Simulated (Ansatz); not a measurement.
# FH2NOSi: the cost of one run

All numbers below are computed with Ansatz 0.2.0 (RKS r2SCAN-D4/def2-SVP).

## Step 1: The structure to begin with

Bond lengths: N1–Si2 1.686 Å, Si2–O3 1.499 Å, Si2–F4 1.597 Å, N1–H5 1.004 Å, N1–H6 1.007 Å. Angles: N1–Si2–O3 133.2°, N1–Si2–F4 102.2°, O3–Si2–F4 124.6°, Si2–N1–H5 123.1°, Si2–N1–H6 123.0°, H5–N1–H6 113.9°.

Structure file:

```xyz
6

N    -0.2642    0.8342   -0.1665
Si    0.3085   -0.6907    0.2666
O     1.1773   -1.1801    1.3855
F    -0.3178   -1.6221   -0.8691
H    -0.0512    1.6672    0.3514
H    -0.8527    0.9915   -0.9679
```

## Step 2: End point A

input.yaml reads:

```yaml
crystal:
  periodic: [false, false, false]
  atoms:
    - { symbol: "N", position_ang: [-0.26416, 0.83419, -0.16653] }
    - { symbol: Si, position_ang: [0.30848, -0.69074, 0.26662] }
    - { symbol: O, position_ang: [1.17735, -1.18008, 1.38546] }
    - { symbol: F, position_ang: [-0.31779, -1.62207, -0.86908] }
    - { symbol: H, position_ang: [-0.05121, 1.6672, 0.35143] }
    - { symbol: H, position_ang: [-0.85267, 0.99149, -0.9679] }
basis:
  gaussian: { orbitals: def2-SVP }
hamiltonian:
  xc: r2scan
  dispersion: d4
relax:
  f_tol: 0.015
  max_steps: 40
```

The run is started by

```sh
> ansatz run input.yaml --threads 1 --pin off --max-ram 2048MiB --backend cpu --events-out ev --progress --plain --runs-dir out
```

**Question.** How long does this run take on 1 thread of Arm Neoverse V1, shared host, and how much memory does it need?

About 27 s, with a peak of 0.16 GiB.
